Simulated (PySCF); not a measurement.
# CH2FI (Fluoroiodomethane): the cost of one run

Computed with PySCF 2.14.0 and routines of our own; the level stands in each step. Atoms count from 0.

## 1. The starting structure

5 atoms, charge 0, multiplicity 1; geometry from: GFN2-xTB.

## 2. Optimising the geometry at PBE0-D3(BJ)/def2-SVP

Job settings and geometry (Å):

```
{"job": {"xc": "PBE0", "basis": "def2-SVP", "d3": "d3bj", "grid": 1, "maxiter": 30, "shake": 0.01, "kind": "geom"}, "charge": 0, "multiplicity": 1}
F     -0.761930     1.110940    -0.122860
C     -0.199690    -0.069030     0.005190
I      1.934110     0.114210    -0.056090
H     -0.437510    -0.483070     0.970550
H     -0.501410    -0.707030    -0.834670
```

The run is started by

```sh
OMP_NUM_THREADS=1 python heavy_run.py task.json out
```

This one command runs all jobs of the session in turn.

**Question.** How long does this first job take on 1 thread of Intel Xeon 6975P-C, shared host, and how much memory does it need?

About 7.3 s, with a peak of 0.3 GiB.
